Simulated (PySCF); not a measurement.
# TeNBr3: relaxation and vibrations of the singlet

The task is one start of a wider search on TeNBr3: the singlet, from a B3LYP minimum start. It is relaxed, tested by its Hessian and followed downhill if it is a saddle.

Program: PySCF 2.14.0. Level of theory: B3LYP, basis Te def2-SVP with ECP28, N def2-SVP, Br def2-SVP, scalar-relativistic core potentials, no spin–orbit coupling, density fitting. These are calculated values, not measurements.

## (1) The system as given

5 atoms, charge 0, spin multiplicity 1.

Bond lengths: Te1–N2 1.817 Å, Te1–Br3 2.593 Å, Te1–Br4 2.593 Å, Te1–Br5 2.593 Å. Angles: N2–Te1–Br3 121.3°, N2–Te1–Br4 121.3°, N2–Te1–Br5 121.3°, Br3–Te1–Br4 95.5°, Br3–Te1–Br5 95.5°, Br4–Te1–Br5 95.5°.

Z-matrix (Å, degrees; charge 0 multiplicity 1):
```
Te
N  1 1.8173
Br 1 2.5931 2 121.26
Br 1 2.5931 2 121.26 3 -120.00
Br 1 2.5931 2 121.26 3 120.00
```

## (2) Finding the electronic state

The steps below are one call of a driver around PySCF. For each, scf.py gives the equivalent set-up of the SCF; relaxations use the driver's own optimiser. After this first run the driver tries any further starts and a stability analysis.

File scf.py:

```python
from pyscf import gto, scf, dft
mol = gto.M(atom='''
Te     0.000000    -0.628753    -0.444767
N      0.000000    -2.112346    -1.494230
Br     1.919677    -0.170218     1.237182
Br    -1.919677    -0.170218     1.237182
Br    -0.000000     1.749952    -1.477302''',
    basis={'Te': 'def2-SVP', 'N': 'def2-SVP', 'Br': 'def2-SVP'},
    ecp={'Te': 'def2-SVP'},
    charge=0, spin=0)
mf = dft.RKS(mol, xc='B3LYP')
mf.grids.atom_grid = (50, 194)
aux = {'Te': 'def2-universal-JKFIT', 'N': 'def2-universal-JKFIT', 'Br': 'def2-universal-JKFIT'}
mf = mf.density_fit(auxbasis=aux)
mf.conv_tol = 1e-08
mf.diis_space = 10
mf.max_cycle = 60
mf.init_guess = 'minao'
mf.verbose = 4
mf.kernel()
```

Launch:

```console
> OMP_NUM_THREADS=4 python axn.py task.json out
```

The program printed:

```text
init E= -8013.60895918988
  HOMO = -0.640836712287003  LUMO = -0.633452056620006  gap/eV = 0.20095
cycle= 1 E= -8040.15123870091  delta_E= -26.5  |g|= 3.84  |ddm|= 9.95
  HOMO = 0.168590160552185  LUMO = 0.238872564384152  gap/eV = 1.91248
cycle= 2 E= -8026.46131217681  delta_E= 13.7  |g|= 5.91  |ddm|= 25.2
  HOMO = -0.248934729856402  LUMO = -0.218340554741537  gap/eV = 0.83251
cycle= 3 E= -8042.30919476202  delta_E= -15.8  |g|= 2.53  |ddm|= 23.9
  HOMO = -0.207810659436431  LUMO = -0.138147594992887  gap/eV = 1.89563
cycle= 4 E= -8040.62205673291  delta_E= 1.69  |g|=  2.7  |ddm|= 5.22
  HOMO = -0.250549437614086  LUMO = -0.200281744623345  gap/eV = 1.36785
cycle= 5 E= -8043.31746769024  delta_E= -2.7  |g|= 1.74  |ddm|= 4.92
  HOMO = -0.312448161218094  LUMO = -0.228022745533522  gap/eV = 2.29733
cycle= 6 E= -8043.83717539307  delta_E= -0.52  |g|= 1.27  |ddm|= 0.931
  HOMO = -0.284059229262497  LUMO = -0.201056626084764  gap/eV = 2.25862
cycle= 7 E= -8043.87372038229  delta_E= -0.0365  |g|= 1.23  |ddm|= 0.386
  HOMO = -0.280284773098526  LUMO = -0.204672280280448  gap/eV = 2.05752
cycle= 8 E= -8043.81319864856  delta_E= 0.0605  |g|= 1.28  |ddm|= 0.205
  HOMO = -0.280711491910947  LUMO = -0.204190550977494  gap/eV = 2.08224
cycle= 9 E= -8043.82311698945  delta_E= -0.00992  |g|= 1.26  |ddm|= 0.0302
  HOMO = -0.28857331024247  LUMO = -0.205338669284899  gap/eV = 2.26493
cycle= 10 E= -8044.02725898074  delta_E= -0.204  |g|= 0.974  |ddm|= 0.382
  HOMO = -0.287420109944829  LUMO = -0.205054235760059  gap/eV = 2.24129
cycle= 11 E= -8044.28381559625  delta_E= -0.257  |g|= 0.274  |ddm|= 0.993
  HOMO = -0.28851836157351  LUMO = -0.205215570016136  gap/eV = 2.26678
cycle= 12 E= -8044.3000716902  delta_E= -0.0163  |g|= 0.145  |ddm|= 0.595
  HOMO = -0.292616515610095  LUMO = -0.20473009428185  gap/eV = 2.39151
cycle= 13 E= -8044.30604760884  delta_E= -0.00598  |g|= 0.0539  |ddm|= 0.251
  HOMO = -0.292347458855421  LUMO = -0.204410176135191  gap/eV = 2.39290
cycle= 14 E= -8044.30661749373  delta_E= -0.00057  |g|= 0.0265  |ddm|= 0.0371
  HOMO = -0.290618163452231  LUMO = -0.204108367013013  gap/eV = 2.35405
cycle= 15 E= -8044.30681469288  delta_E= -0.000197  |g|= 0.00575  |ddm|= 0.0354
  HOMO = -0.290850530655417  LUMO = -0.204130193638214  gap/eV = 2.35978
cycle= 16 E= -8044.30682482979  delta_E= -1.01e-05  |g|= 0.000359  |ddm|= 0.00668
  HOMO = -0.290873786453504  LUMO = -0.204143443446995  gap/eV = 2.36005
cycle= 17 E= -8044.30682487488  delta_E= -4.51e-08  |g|= 7.36e-05  |ddm|= 0.000647
  HOMO = -0.290865206248739  LUMO = -0.204140514113163  gap/eV = 2.35990
cycle= 18 E= -8044.30682487856  delta_E= -3.68e-09  |g|= 3.36e-05  |ddm|= 0.00029
  HOMO = -0.290871600480283  LUMO = -0.204143131365626  gap/eV = 2.36000
Extra cycle  E= -8044.30682487654  delta_E= 2.02e-09  |g|= 9.66e-05  |ddm|= 0.000171
converged SCF energy = -8044.30682487654
```

This step, with its further starts and checks, ran for 20 s (4 threads of Arm Neoverse V1, shared host).

The test of internal stability found no lower closed-shell solution.

## (3) B3LYP minimum start, singlet: relaxation

The program finds C3v symmetry in the start, which this walk keeps. The walk stops when the largest gradient is under 0.0003 Eh/bohr and the energy has settled too.

scf.py, as its differences from that of step 2:

```diff
@@ -3,5 +3,5 @@
-Te     0.000000    -0.628753    -0.444767
-N      0.000000    -2.112346    -1.494230
-Br     1.919677    -0.170218     1.237182
-Br    -1.919677    -0.170218     1.237182
-Br    -0.000000     1.749952    -1.477302''',
+Te    -0.000000    -0.628696    -0.444727
+N     -0.000000    -2.112289    -1.494190
+Br     1.919677    -0.170161     1.237222
+Br    -1.919677    -0.170161     1.237222
+Br     0.000000     1.750009    -1.477262''',
@@ -18 +17,0 @@
-mf.init_guess = 'minao'
```

Steps of the walk:

| step | energy (Eh) | change (kJ/mol) | largest symmetric gradient (Eh/bohr) |
| --- | --- | --- | --- |
| 0 | -8044.306825 | 0.00 | 0.00013 |

The walk took 6.7 s.

End point (C3v, 0 steps, 0.0 kJ/mol gained): Te–Br 2.593 Å (×3), Te–N 1.817 Å; Br–Te–Br 95.5° (×3), Br–Te–N 121.3° (×3).

## (4) Vibrations and properties at this point

On the finer grid the gradient is checked again; gradients at displacements of ±0.02 bohr then give force constants and infrared intensities.

scf.py, as its differences from that of step 3:

```diff
@@ -3,5 +3,5 @@
-Te    -0.000000    -0.628696    -0.444727
-N     -0.000000    -2.112289    -1.494190
-Br     1.919677    -0.170161     1.237222
-Br    -1.919677    -0.170161     1.237222
-Br     0.000000     1.750009    -1.477262''',
+Te     0.000000    -0.628351    -0.444483
+N      0.000000    -2.111974    -1.493967
+Br     1.920111    -0.170526     1.237271
+Br    -1.920111    -0.170526     1.237271
+Br    -0.000000     1.750078    -1.477827''',
@@ -12 +12 @@
-mf.grids.atom_grid = (50, 194)
+mf.grids.atom_grid = (75, 302)
@@ -15 +15 @@
-mf.conv_tol = 1e-08
+mf.conv_tol = 1e-10
```

The driver hands on the density of the step before, so the log starts near convergence.

Log of the central SCF (cycles and frontier levels):

```text
init E= -8044.3070682094
  HOMO = -0.2908518563539  LUMO = -0.204174579756241  gap/eV = 2.35861
cycle= 1 E= -8044.30706820938  delta_E= 2.55e-11  |g|= 1.22e-05  |ddm|= 1.41e-05
  HOMO = -0.290848669434215  LUMO = -0.204174130519405  gap/eV = 2.35853
cycle= 2 E= -8044.30706820829  delta_E= 1.09e-09  |g|= 6.48e-05  |ddm|= 7.48e-05
  HOMO = -0.2908513699272  LUMO = -0.204174544879685  gap/eV = 2.35860
cycle= 3 E= -8044.30706820942  delta_E= -1.13e-09  |g|= 3.61e-07  |ddm|= 6.3e-05
  HOMO = -0.290851352997172  LUMO = -0.204174522601242  gap/eV = 2.35860
cycle= 4 E= -8044.30706820939  delta_E= 3.09e-11  |g|= 9.37e-08  |ddm|= 5.27e-07
  HOMO = -0.290851371631399  LUMO = -0.2041745301266  gap/eV = 2.35860
Extra cycle  E= -8044.30706820941  delta_E= -1.82e-11  |g|= 2.39e-07  |ddm|= 4.21e-07
converged SCF energy = -8044.30706820941
```

The whole step took 2.2 min.

Geometry: C3v; Te–Br 2.593 Å (×3), Te–N 1.817 Å; Br–Te–Br 95.5° (×3), Br–Te–N 121.2° (×3).

Harmonic modes (main isotopes):

```
symmetry  ω (cm⁻¹)  IR (km/mol)     type
       e        68          0.0     bend
      a1        96          0.6     bend
       e       142          1.5     bend
      a1       213          9.9  stretch
       e       218          110    mixed
      a1       898          9.7  stretch
```

All wavenumbers are real: a minimum.

Properties at this point:

- Dipole moment: 1.54 D
- Highest occupied level: -7.91 eV
- Lowest empty level: -5.56 eV
- Rotational constants: 0.02029, 0.02029, 0.01448 cm⁻¹
- Zero-point energy: 12.3 kJ/mol
- Principal polarisabilities: 99.1, 113.0, 113.0 bohr³
- Atomisation energy without zero-point energy: 592 kJ/mol
- Principal traceless quadrupole moments about the centre of mass: -7.70, 3.85, 3.85 D Å
- Entropy at 298.15 K and 1 bar: 406.5 J/(mol K)
- Heat capacity Cp at 298.15 K: 98.8 J/(mol K)
- Enthalpy at 298.15 K above 0 K: 23.87 kJ/mol
- Rotational symmetry number: 3

Charges (e) and bond orders:

```json
{"atom": "Te1", "Mulliken": "0.84", "Löwdin": "0.75", "polar tensor": "1.63", "Mayer order to Te1": "–"}
{"atom": "N2", "Mulliken": "-0.34", "Löwdin": "-0.42", "polar tensor": "-0.33", "Mayer order to Te1": "2.19"}
{"atom": "Br3,4,5", "Mulliken": "-0.17", "Löwdin": "-0.11", "polar tensor": "-0.43", "Mayer order to Te1": "0.74"}
```

Mulliken populations on Te1 (outside its core potential): s 3.68, p 8.99, d 10.49.

## (5) Would spin polarisation lower it?

At the lowest minimum the closed shell is tested against spin polarisation, on the (50, 194) grid. It is stable.

## (6) Summary of results

| quantity | value |
| --- | --- |
| minimum | singlet, C3v |
| geometry | Te–Br 2.593 Å (×3), Te–N 1.817 Å; Br–Te–Br 95.5° (×3), Br–Te–N 121.2° (×3) |
| wavenumbers (cm⁻¹) | 68 (e), 96 (a1), 142 (e), 213 (a1), 218 (e), 898 (a1) |
| dipole moment | 1.54 D |
| highest occupied, lowest empty level | -7.91, -5.56 eV |
| polar-tensor charge of Te1 | +1.63 e |
| zero-point energy | 12.3 kJ/mol |
| entropy at 298.15 K | 406.5 J/(mol K) |
| atomisation energy (no zero-point energy) | 592 kJ/mol |

The molecule stays C3v, as typed, and the end point is a minimum. In the infrared the band at 218 cm⁻¹ (e, mixed) leads. Only this shape and spin were tried, so other structures or states may lie lower. Spin–orbit coupling is left out.

The search up to here ran for 2.8 min (4 threads of Arm Neoverse V1, shared host).
